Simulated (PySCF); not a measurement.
# BGe2H8N: NMR shifts, electronic excitations and K edges in gas and solvents

Aim: compute the NMR shifts, electronic excitations and K edges of BGe2H8N (`B[N]([GeH3])[GeH3]`), and see what a dielectric continuum does where one was used.

The runs use PySCF 2.14.0, with density-fitted response routines of our own; the level of theory stands in each step. All values are computed, except where a source is named. Atoms count from 0, in the outputs and in this text.

## (1) The molecule as given

12 atoms, charge 0, multiplicity 1; geometry from: GFN2-xTB.

Bonds of the start (Å): B0–N1 1.40, N1–Ge2 1.84, N1–Ge3 1.85, B0–H4 1.18, B0–H5 1.17, Ge2–H6 1.50, Ge2–H7 1.50, Ge2–H8 1.49, Ge3–H9 1.50, Ge3–H10 1.50, Ge3–H11 1.50.

## (2) Geometry optimisation at PBE0-D3(BJ)/def2-SVP

What the job is given:

```
{"job": {"xc": "PBE0", "basis": "def2-SVP", "d3": "d3bj", "grid": 1, "kind": "geom"}, "charge": 0, "multiplicity": 1}
B     -0.348169     1.637755    -0.488884
N     -0.092422     0.320004    -0.095044
Ge    -1.403742    -0.941520     0.197774
Ge     1.644860    -0.260298     0.156019
H      0.555698     2.371282    -0.656197
H     -1.458284     1.987572    -0.645931
H     -1.272905    -1.445364     1.609038
H     -1.172763    -2.097089    -0.737517
H     -2.736133    -0.308094    -0.034778
H      2.407627    -0.133806    -1.128591
H      2.303265     0.569236     1.217750
H      1.574164    -1.700364     0.580336
```

Standard output:

```text
step   0  E = -4237.22750779  max force = 0.017640
step   1  E = -4237.23227050  max force = 0.004405
step   2  E = -4237.23273847  max force = 0.000912
step   3  E = -4237.23274600  max force = 0.000442
optimisation converged
```

Run time: 56 s. Hardware: 1 thread, shared host.

Step by step:

| step | energy from step 0 (eV) | largest force component (eV/Å) |
| --- | --- | --- |
| 0 | 0.0000 | 0.9071 |
| 1 | -0.1296 | 0.2265 |
| 2 | -0.1423 | 0.0469 |
| 3 | -0.1425 | 0.0227 |

Close pairs (by a distance rule), those that changed most:

| bond | before (Å) | after (Å) | change (Å) |
| --- | --- | --- | --- |
| B0–H4 | 1.176 | 1.217 | +0.041 |
| Ge2–H8 | 1.494 | 1.533 | +0.040 |
| B0–H5 | 1.174 | 1.214 | +0.039 |
| Ge3–H11 | 1.503 | 1.541 | +0.038 |
| Ge3–H9 | 1.499 | 1.536 | +0.037 |
| Ge3–H10 | 1.500 | 1.536 | +0.037 |
| Ge2–H6 | 1.504 | 1.541 | +0.036 |
| Ge2–H7 | 1.504 | 1.541 | +0.036 |

The next job starts from the end point, and lists it.

```
                         at the end point                value
  point group (found at 0.08 Å tolerance)                   Cs
rotational constants (GHz, main isotopes)  5.522, 1.204, 1.014
                        dipole moment (D)                 1.55
```

## (3) Shielding tensors: PBE0/pcSseg-1 in dichloromethane

What the job is given:

```
{"job": {"kind": "nmr", "xc": "PBE0", "basis": "pcSseg-1", "solvent": "dichloromethane", "pop": true}, "charge": 0, "multiplicity": 1}
B     -0.597817     1.663343    -0.636711
N     -0.329296     0.343731    -0.244255
Ge    -1.691372    -0.897897     0.040320
Ge     1.450856    -0.172230    -0.007528
H      0.325653     2.435931    -0.811451
H     -1.739750     2.039156    -0.802853
H     -1.597924    -1.408218     1.490929
H     -1.486793    -2.083308    -0.922340
H     -3.026483    -0.189884    -0.218653
H      2.204488    -0.018974    -1.337701
H      2.090140     0.699237     1.084334
H      1.429062    -1.649728     0.429459
```

With the program's defaults for keys left out, this is: GIAO PBE0/pcSseg-1 NMR shielding, non-relativistic, IEF-PCM dichloromethane.

Standard output:

```text
coarse grid: 44912 points
cycle   1  E = -4237.2574707021  dE = -1.330e+00  |g| = 1.233e+00  |ddm| = 3.215e+00
cycle   2  E = -4237.1813266423  dE =  7.614e-02  |g| = 1.314e+00  |ddm| = 1.218e+00
cycle   3  E = -4237.3492881756  dE = -1.680e-01  |g| = 2.451e-01  |ddm| = 8.260e-01
cycle   4  E = -4237.3602071924  dE = -1.092e-02  |g| = 9.568e-02  |ddm| = 2.046e-01
cycle   5  E = -4237.3618676510  dE = -1.660e-03  |g| = 4.696e-03  |ddm| = 6.536e-02
cycle   6  E = -4237.3618721421  dE = -4.491e-06  |g| = 7.149e-04  |ddm| = 5.339e-03
final grid: 91256 points
cycle   7  E = -4237.3618181909  dE = -6.414e-08  |g| = 8.442e-04  |ddm| = 2.157e-03
cycle   8  E = -4237.3618181280  dE =  6.286e-08  |g| = 1.138e-03  |ddm| = 1.595e-03
cycle   9  E = -4237.3618183224  dE = -1.944e-07  |g| = 1.561e-04  |ddm| = 7.851e-04
cycle  10  E = -4237.3618183274  dE = -4.967e-09  |g| = 4.433e-05  |ddm| = 1.299e-04
cycle  11  E = -4237.3618183278  dE = -4.338e-10  |g| = 3.222e-06  |ddm| = 3.557e-05
converged SCF energy = -4237.3618183278

GIAO shielding tensors (ppm)
atom      isotropic    diamagn.    paramagn.     s11        s22        s33       span
  0 B       53.244     196.141    -142.897     16.416     39.819    103.498     87.082
  1 N      146.654     333.866    -187.213     19.473    153.751    266.738    247.265
  2 Ge    1425.035    2755.549   -1330.514   1257.892   1387.882   1629.329    371.437
  3 Ge    1461.565    2756.338   -1294.774   1377.418   1379.565   1627.710    250.292
  4 H       25.949      30.733      -4.784     23.482     24.499     29.865      6.383
  5 H       25.874      30.752      -4.878     23.608     24.746     29.269      5.661
  6 H       26.303      28.301      -1.998     19.833     22.683     36.392     16.559
  7 H       26.300      28.167      -1.867     19.841     22.660     36.401     16.560
  8 H       26.370      28.326      -1.956     20.194     21.963     36.953     16.759
  9 H       26.370      28.581      -2.211     19.993     21.950     37.168     17.174
 10 H       26.371      28.693      -2.322     19.996     21.945     37.173     17.177
 11 H       26.444      28.819      -2.375     19.363     24.019     35.950     16.587
```

It took 33 s on 1 thread, shared host.

Shifts follow as δ = σ(reference) − σ, with reference shieldings (ppm) from runs at the same level and on the same kind of geometry: ¹H TMS 31.24, ¹⁵N NH3 268.2, ¹¹B BF3·OEt2 101.3, ⁷³Ge GeMe4 1329. The references are single molecules in the same continuum, so shifts against H2O, NH3, PH3, H3PO4 or CFCl3 are not on the usual liquid scales and can be off by tens of ppm. Atoms listed in one row are averaged.

```csv
atoms,environment,σ (ppm),δ (ppm)
"H4, H5",hydrogen on a boron bonded to N,25.91,5.33
"H6, H7, H8, H9, H10, H11",hydrogen on a germanium bonded to N,26.36,4.88
B0,"boron bonded to N, 2 H",53.2,48.0
N1,"nitrogen bonded to B, 2 Ge",146.7,121.5
"Ge2, Ge3","germanium bonded to N, 3 H",1443,-114
```

The run also stored atomic charges by several schemes (e):

```
   atoms  Mulliken    IAO  Hirshfeld  ESP fit
      B0      0.20  -0.03       0.08     0.17
      N1     -1.04  -0.65      -0.28    -0.27
Ge2, Ge3      0.45   0.61       0.36     0.30
```

Mayer bond orders: B0–N1 1.32, N1–Ge2 0.73, N1–Ge3 0.73.

## (4) Nuclear shieldings: PBE0/pcSseg-1 in dimethylsulfoxide

Settings changed since step 3:

```diff
@@ -1,2 +1,2 @@
-{"job": {"kind": "nmr", "xc": "PBE0", "basis": "pcSseg-1", "solvent": "dichloromethane", "pop": true}, "charge": 0, "multiplicity": 1}
+{"job": {"kind": "nmr", "xc": "PBE0", "basis": "pcSseg-1", "solvent": "dimethylsulfoxide", "pop": false}, "charge": 0, "multiplicity": 1}
 B     -0.597817     1.663343    -0.636711
```

With the program's defaults for keys left out, this is: GIAO PBE0/pcSseg-1 NMR shielding, non-relativistic, IEF-PCM dimethylsulfoxide.

Standard output:

```text
coarse grid: 44912 points
cycle   1  E = -4237.2578434125  dE = -1.331e+00  |g| = 1.233e+00  |ddm| = 3.215e+00
cycle   2  E = -4237.1823991645  dE =  7.544e-02  |g| = 1.312e+00  |ddm| = 1.216e+00
cycle   3  E = -4237.3496269858  dE = -1.672e-01  |g| = 2.440e-01  |ddm| = 8.225e-01
cycle   4  E = -4237.3604201424  dE = -1.079e-02  |g| = 9.534e-02  |ddm| = 2.029e-01
cycle   5  E = -4237.3620662249  dE = -1.646e-03  |g| = 4.610e-03  |ddm| = 6.488e-02
cycle   6  E = -4237.3620705120  dE = -4.287e-06  |g| = 6.334e-04  |ddm| = 5.209e-03
final grid: 91256 points
cycle   7  E = -4237.3620164634  dE = -5.879e-08  |g| = 7.851e-04  |ddm| = 2.067e-03
cycle   8  E = -4237.3620163967  dE =  6.666e-08  |g| = 1.088e-03  |ddm| = 1.463e-03
cycle   9  E = -4237.3620165654  dE = -1.687e-07  |g| = 1.488e-04  |ddm| = 7.329e-04
cycle  10  E = -4237.3620165696  dE = -4.220e-09  |g| = 3.647e-05  |ddm| = 1.154e-04
cycle  11  E = -4237.3620165699  dE = -3.238e-10  |g| = 2.444e-06  |ddm| = 3.391e-05
converged SCF energy = -4237.3620165699

GIAO shielding tensors (ppm)
atom      isotropic    diamagn.    paramagn.     s11        s22        s33       span
  0 B       53.415     196.110    -142.695     16.306     40.442    103.499     87.193
  1 N      145.888     333.896    -188.008     18.007    152.498    267.158    249.151
  2 Ge    1424.697    2755.529   -1330.832   1257.669   1387.451   1628.971    371.301
  3 Ge    1461.161    2756.322   -1295.161   1377.275   1378.759   1627.450    250.175
  4 H       25.962      30.766      -4.804     23.490     24.513     29.882      6.391
  5 H       25.891      30.791      -4.900     23.619     24.769     29.286      5.667
  6 H       26.294      28.280      -1.986     19.824     22.672     36.386     16.561
  7 H       26.292      28.147      -1.855     19.832     22.649     36.394     16.562
  8 H       26.373      28.323      -1.950     20.193     21.974     36.953     16.760
  9 H       26.369      28.575      -2.206     19.993     21.951     37.163     17.170
 10 H       26.370      28.687      -2.317     19.995     21.946     37.168     17.173
 11 H       26.426      28.785      -2.359     19.343     23.998     35.938     16.594
```

It took 32 s on 1 thread, shared host.

In short: δ B0 47.9, N1 122.7, Ge2 -114, H4 5.31, H6 4.88 ppm (means over like atoms).

## (5) TDDFT and polarisability: PBE0/def2-SVPD

Settings changed since step 4:

```diff
@@ -1,2 +1,2 @@
-{"job": {"kind": "nmr", "xc": "PBE0", "basis": "pcSseg-1", "solvent": "dimethylsulfoxide", "pop": false}, "charge": 0, "multiplicity": 1}
+{"job": {"kind": "uv", "xc": "PBE0", "basis": "def2-SVPD", "dynamic": true, "nstates": 6, "ntriplets": 0}, "charge": 0, "multiplicity": 1}
 B     -0.597817     1.663343    -0.636711
```

Level: TDDFT PBE0/def2-SVPD, vertical, gas phase, core orbitals frozen in the response.

Standard output:

```text
coarse grid: 44912 points
cycle   1  E = -4237.1752350960  dE = -1.210e+00  |g| = 6.192e-01  |ddm| = 4.266e+00
cycle   2  E = -4237.1164119200  dE =  5.882e-02  |g| = 8.270e-01  |ddm| = 1.532e+00
cycle   3  E = -4237.2257468244  dE = -1.093e-01  |g| = 1.512e-01  |ddm| = 9.763e-01
cycle   4  E = -4237.2307790267  dE = -5.032e-03  |g| = 1.818e-02  |ddm| = 1.726e-01
cycle   5  E = -4237.2308391697  dE = -6.014e-05  |g| = 1.948e-03  |ddm| = 3.269e-02
cycle   6  E = -4237.2308405523  dE = -1.383e-06  |g| = 6.205e-04  |ddm| = 6.121e-03
final grid: 91256 points
cycle   7  E = -4237.2307820335  dE = -9.458e-08  |g| = 5.893e-04  |ddm| = 6.231e-03
cycle   8  E = -4237.2307820317  dE =  1.773e-09  |g| = 6.125e-04  |ddm| = 1.710e-03
cycle   9  E = -4237.2307821413  dE = -1.096e-07  |g| = 1.236e-04  |ddm| = 8.865e-04
cycle  10  E = -4237.2307821447  dE = -3.351e-09  |g| = 1.240e-05  |ddm| = 1.341e-04
cycle  11  E = -4237.2307821447  dE = -4.729e-11  |g| = 4.190e-06  |ddm| = 3.073e-05
converged SCF energy = -4237.2307821447

Static polarisability (au): isotropic 84.532, principal 70.457 89.581 93.559

Singlet excitations
state   eV       nm        f      main configurations
  1   6.3166    196.3   0.00001   H-1->L 0.98
  2   6.6455    186.6   0.00199   H->L+1 0.98
  3   6.8278    181.6   0.10698   H->L 0.96
  4   7.1278    173.9   0.04257   H-1->L+1 0.98
  5   7.1748    172.8   0.04803   H->L+2 0.99
  6   7.5118    165.1   0.06420   H-1->L+2 0.98
```

Run time: 51 s. Hardware: 1 thread, shared host.

The orbitals next to the gap, with their largest atomic shares:

| orbital | eV | atoms |
| --- | --- | --- |
| HOMO−3 | -9.75 | Ge3 18 %, H11 17 %, Ge2 16 % |
| HOMO−2 | -9.47 | Ge2 23 %, Ge3 20 %, H8 19 % |
| HOMO−1 | -8.35 | B0 31 %, N1 18 %, H5 18 % |
| HOMO | -8.12 | N1 46 %, B0 12 %, Ge2 10 % |
| LUMO | -0.29 | B0 42 %, N1 19 %, H4 10 % |
| LUMO+1 | -0.10 | Ge3 23 %, Ge2 22 %, N1 10 % |
| LUMO+2 | 0.11 | Ge3 26 %, Ge2 22 %, H8 8 % |

With each of the 6 states as a Gaussian band of 0.4 eV half-width at 1/e, the curve within the window shown has maxima at 177 nm (ε 7,300) L/(mol cm). Beyond the last state computed it falls off for lack of states. The curve at chosen wavelengths:

| nm | ε (L/mol/cm) |
| --- | --- |
| 159 | 1738 |
| 161 | 2557 |
| 164 | 3894 |
| 166 | 4751 |
| 168 | 5529 |
| 171 | 6491 |
| 173 | 6960 |
| 175 | 7251 |
| 178 | 7262 |
| 180 | 6951 |
| 182 | 6393 |
| 185 | 5207 |
| 187 | 4297 |
| 189 | 3391 |
| 191 | 2560 |
| 194 | 1549 |
| 196 | 1052 |
| 198 | 687 |
| 201 | 338 |
| 203 | 202 |
| 205 | 117 |
| 208 | 49 |
| 210 | 26 |
| 212 | 14 |
| 215 | 5 |
| 217 | 2 |

Further results of this job:

```csv
property,computed
dipole moment (D),1.46
polarisability (Å³),12.53
HOMO–LUMO gap (eV),7.83
−ε(HOMO) (eV),8.12
C6 with itself (au),2463
```

## (6) Ultraviolet spectrum: PBE0/def2-SVPD in dichloromethane

Settings changed since step 5:

```diff
@@ -1,2 +1,2 @@
-{"job": {"kind": "uv", "xc": "PBE0", "basis": "def2-SVPD", "dynamic": true, "nstates": 6, "ntriplets": 0}, "charge": 0, "multiplicity": 1}
+{"job": {"kind": "uv", "xc": "PBE0", "basis": "def2-SVPD", "solvent": "dichloromethane", "nstates": 6, "ntriplets": 0}, "charge": 0, "multiplicity": 1}
 B     -0.597817     1.663343    -0.636711
```

With the program's defaults for keys left out, this is: TDDFT PBE0/def2-SVPD, vertical, IEF-PCM dichloromethane (non-equilibrium linear response), core orbitals frozen in the response.

Standard output:

```text
coarse grid: 44912 points
cycle   1  E = -4237.1776736519  dE = -1.212e+00  |g| = 6.160e-01  |ddm| = 4.269e+00
cycle   2  E = -4237.1234935047  dE =  5.418e-02  |g| = 8.134e-01  |ddm| = 1.521e+00
cycle   3  E = -4237.2271878797  dE = -1.037e-01  |g| = 1.470e-01  |ddm| = 9.601e-01
cycle   4  E = -4237.2319354072  dE = -4.748e-03  |g| = 1.674e-02  |ddm| = 1.685e-01
cycle   5  E = -4237.2319830038  dE = -4.760e-05  |g| = 1.732e-03  |ddm| = 3.063e-02
cycle   6  E = -4237.2319839476  dE = -9.439e-07  |g| = 4.960e-04  |ddm| = 5.796e-03
final grid: 91256 points
cycle   7  E = -4237.2319250049  dE = -8.583e-08  |g| = 4.938e-04  |ddm| = 5.971e-03
cycle   8  E = -4237.2319249944  dE =  1.052e-08  |g| = 5.630e-04  |ddm| = 1.501e-03
cycle   9  E = -4237.2319250740  dE = -7.955e-08  |g| = 1.273e-04  |ddm| = 7.544e-04
cycle  10  E = -4237.2319250776  dE = -3.680e-09  |g| = 1.807e-05  |ddm| = 1.473e-04
cycle  11  E = -4237.2319250777  dE = -5.366e-11  |g| = 4.198e-06  |ddm| = 2.033e-05
converged SCF energy = -4237.2319250777

Static polarisability (au): isotropic 110.020, principal 94.017 117.388 118.654

Singlet excitations
state   eV       nm        f      main configurations
  1   6.3034    196.7   0.00001   H-1->L 0.98
  2   6.6806    185.6   0.15323   H->L 0.97
  3   6.7004    185.0   0.00233   H->L+1 0.98
  4   7.2056    172.1   0.07049   H->L+2 0.98
  5   7.2791    170.3   0.06088   H-1->L+1 0.98
  6   7.6623    161.8   0.10402   H-1->L+2 0.98
```

Run time: 40 s. Hardware: 1 thread, shared host.

Key values: HOMO -8.02 eV, LUMO -0.30 eV; lowest singlet 6.30 eV.

## (7) Ultraviolet spectrum: PBE0/def2-SVPD in dimethylsulfoxide

Settings changed since step 6:

```diff
@@ -1,2 +1,2 @@
-{"job": {"kind": "uv", "xc": "PBE0", "basis": "def2-SVPD", "solvent": "dichloromethane", "nstates": 6, "ntriplets": 0}, "charge": 0, "multiplicity": 1}
+{"job": {"kind": "uv", "xc": "PBE0", "basis": "def2-SVPD", "solvent": "dimethylsulfoxide", "nstates": 6, "ntriplets": 0}, "charge": 0, "multiplicity": 1}
 B     -0.597817     1.663343    -0.636711
```

Level: TDDFT PBE0/def2-SVPD, vertical, IEF-PCM dimethylsulfoxide (non-equilibrium linear response), core orbitals frozen in the response.

Standard output:

```text
coarse grid: 44912 points
cycle   1  E = -4237.1780232128  dE = -1.212e+00  |g| = 6.156e-01  |ddm| = 4.270e+00
cycle   2  E = -4237.1244373379  dE =  5.359e-02  |g| = 8.115e-01  |ddm| = 1.520e+00
cycle   3  E = -4237.2274341972  dE = -1.030e-01  |g| = 1.463e-01  |ddm| = 9.578e-01
cycle   4  E = -4237.2321299762  dE = -4.696e-03  |g| = 1.662e-02  |ddm| = 1.679e-01
cycle   5  E = -4237.2321765080  dE = -4.653e-05  |g| = 1.839e-03  |ddm| = 3.064e-02
cycle   6  E = -4237.2321775474  dE = -1.039e-06  |g| = 5.371e-04  |ddm| = 5.986e-03
final grid: 91256 points
cycle   7  E = -4237.2321185439  dE = -9.252e-08  |g| = 5.100e-04  |ddm| = 5.981e-03
cycle   8  E = -4237.2321185457  dE = -1.822e-09  |g| = 5.300e-04  |ddm| = 1.542e-03
cycle   9  E = -4237.2321186206  dE = -7.490e-08  |g| = 1.108e-04  |ddm| = 7.503e-04
cycle  10  E = -4237.2321186232  dE = -2.644e-09  |g| = 1.829e-05  |ddm| = 1.254e-04
cycle  11  E = -4237.2321186233  dE = -6.003e-11  |g| = 4.597e-06  |ddm| = 2.111e-05
converged SCF energy = -4237.2321186233

Static polarisability (au): isotropic 115.443, principal 99.762 122.024 124.544

Singlet excitations
state   eV       nm        f      main configurations
  1   6.3028    196.7   0.00001   H-1->L 0.98
  2   6.6598    186.2   0.15830   H->L 0.97
  3   6.7104    184.8   0.00215   H->L+1 0.98
  4   7.2130    171.9   0.07310   H->L+2 0.98
  5   7.3058    169.7   0.06243   H-1->L+1 0.98
  6   7.6797    161.4   0.00105   H->L+3 0.89
```

Wall time 33 s (1 thread, shared host).

Key values: HOMO -8.01 eV, LUMO -0.31 eV; lowest singlet 6.30 eV.

## (8) K-edge absorption: BHandHLYP/def2-SVPD+aug-pcX-1+pcseg-1

Settings changed since step 7:

```diff
@@ -1,2 +1,2 @@
-{"job": {"kind": "uv", "xc": "PBE0", "basis": "def2-SVPD", "solvent": "dimethylsulfoxide", "nstates": 6, "ntriplets": 0}, "charge": 0, "multiplicity": 1}
+{"job": {"kind": "xas", "xc": "BHandHLYP", "basis": {"default": "aug-pcX-1", "H": "pcseg-1", "Ge": "def2-SVPD"}}, "charge": 0, "multiplicity": 1}
 B     -0.597817     1.663343    -0.636711
```

Method: core-valence-separated TDA BHandHLYP/aug-pcX-1 H:pcseg-1 Ge:def2-SVPD, K edges, non-relativistic, gas phase.

Standard output:

```text
coarse grid: 44912 points
cycle   1  E = -4237.7728122604  dE = -1.236e+00  |g| = 5.135e-01  |ddm| = 3.388e+00
cycle   2  E = -4237.7721139462  dE =  6.983e-04  |g| = 5.443e-01  |ddm| = 8.934e-01
cycle   3  E = -4237.8176960906  dE = -4.558e-02  |g| = 7.721e-02  |ddm| = 4.825e-01
cycle   4  E = -4237.8187958054  dE = -1.100e-03  |g| = 3.583e-02  |ddm| = 9.455e-02
cycle   5  E = -4237.8190284327  dE = -2.326e-04  |g| = 2.332e-03  |ddm| = 2.896e-02
cycle   6  E = -4237.8190301562  dE = -1.723e-06  |g| = 4.741e-04  |ddm| = 4.596e-03
final grid: 91256 points
cycle   7  E = -4237.8189817915  dE = -6.291e-08  |g| = 4.251e-04  |ddm| = 2.416e-03
cycle   8  E = -4237.8189817819  dE =  9.626e-09  |g| = 5.012e-04  |ddm| = 8.201e-04
cycle   9  E = -4237.8189818365  dE = -5.458e-08  |g| = 6.607e-05  |ddm| = 4.043e-04
cycle  10  E = -4237.8189818375  dE = -1.030e-09  |g| = 8.683e-06  |ddm| = 6.302e-05
cycle  11  E = -4237.8189818375  dE = -2.001e-11  |g| = 4.340e-06  |ddm| = 1.725e-05
converged SCF energy = -4237.8189818375

B K edge
   eV          f      from atoms
  186.711   0.07901   B0
  190.364   0.00710   B0
  190.941   0.00118   B0
  191.188   0.01903   B0
  191.356   0.00665   B0
  191.548   0.01029   B0
  191.626   0.00052   B0
  191.908   0.00043   B0

N K edge
   eV          f      from atoms
  398.201   0.02804   N1
  398.969   0.01219   N1
  399.722   0.04345   N1
  400.638   0.00055   N1
  401.319   0.00146   N1
  401.388   0.00752   N1
  401.575   0.00130   N1
  401.637   0.00096   N1
```

Run time: 26 s. Hardware: 1 thread, shared host.

## (9) Side by side: NMR shifts

Shifts (ppm), means over like atoms, with basis size and wall time:

```
                               run    H4    H6    B0     N1   Ge2  functions  time
  PBE0/pcSseg-1 in dichloromethane  5.33  4.88  48.0  121.5  -114        156  33 s
PBE0/pcSseg-1 in dimethylsulfoxide  5.31  4.88  47.9  122.7  -114        156  32 s
```

The continuum's effect on the ground state:

```
          solvent      ε  polarisation energy (Eh)  μ (D)
  dichloromethane   8.93                   -0.0014   1.92
dimethylsulfoxide  46.83                   -0.0016   2.00
```

## (10) Run by run: electronic excitations

Excitations and ground-state properties, with basis size and wall time:

```csv
run,lowest singlet (eV),brightest (eV),f,gap (eV),α (Å³),μ (D),functions,time
PBE0/def2-SVPD,6.32,6.83,0.107,7.83,12.53,1.46,180,51 s
PBE0/def2-SVPD in dichloromethane,6.30,6.68,0.153,7.72,16.30,1.89,180,40 s
PBE0/def2-SVPD in dimethylsulfoxide,6.30,6.66,0.158,7.70,17.11,1.98,180,33 s
```

The continuum's effect on the ground state:

```csv
solvent,ε,polarisation energy (Eh),μ (D)
dichloromethane,8.93,-0.0013,1.89
dimethylsulfoxide,46.83,-0.0016,1.98
```

## (11) Results

| quantity | value |
| --- | --- |
| point group | Cs |
| rotational constants (main isotopes) | 5.52, 1.20, 1.01 GHz |
| ¹H shifts against TMS (PBE0/pcSseg-1, dichloromethane, means over atoms taken as alike) | 5.33, 4.88 ppm |
| ¹¹B shifts against BF3·OEt2 (PBE0/pcSseg-1, dichloromethane) | 48.0 ppm |
| ¹⁵N shifts against NH3 (PBE0/pcSseg-1, dichloromethane) | 121.5 ppm |
| ⁷³Ge shifts against GeMe4 (PBE0/pcSseg-1, dichloromethane, means over atoms taken as alike) | -114 ppm |
| lowest singlet (PBE0/def2-SVPD) | 6.32 eV (196 nm), f = 0.000 |
| brightest single state of those computed | state 3, 6.83 eV, f = 0.107 |
| B K edge | first line 186.71 eV, strongest 186.71 eV (f = 0.079) |
| N K edge | first line 398.20 eV, strongest 399.72 eV (f = 0.043) |
| range of the shift of N1 | 121.5 to 122.7 ppm |
| range of the lowest singlet | 6.30 to 6.32 eV |

In words: Over 3 steps the energy fell by 0.143 eV; of the close pairs, B0–H4 changed most, 1.176 to 1.217 Å. At PBE0/pcSseg-1: The widest tensor belongs to Ge2, Ge3: span 311 ppm, with a paramagnetic part of -1313 ppm. The first singlet state (HOMO−1→LUMO 0.98) lies at 6.32 eV and is dark; of the 6 states computed, the strongest absorption comes from state 3 at 6.83 eV (the last state computed is bright too, and its partners may lie past the list). At the B edge the strongest single line lifts a 1s electron of B0 into several orbitals, led by LUMO (weight 0.60), and it is the first line. At the N edge the strongest single line lifts a 1s electron of N1 into several orbitals, led by LUMO+5 (weight 0.39), 1.5 eV above the first line. Absolute edge energies from this method are off by several eV; spacings are better. Across the 2 runs the shift of N1 moves most, between 121.5 (PBE0/pcSseg-1 in dichloromethane) and 122.7 ppm (PBE0/pcSseg-1 in dimethylsulfoxide). Part of that comes from the computed reference. The continuum holds electrostatics alone: no hydrogen bonds to the solvent, and the gas-phase geometry is kept. The lowest singlet runs from 6.30 eV (PBE0/def2-SVPD in dimethylsulfoxide) to 6.32 eV (PBE0/def2-SVPD), while the orbital gap spans 7.70 to 7.83 eV. The lowest state need not be the same one in every run. Spin-orbit coupling is left out, which matters for shieldings and couplings at and beside the heavy atoms.
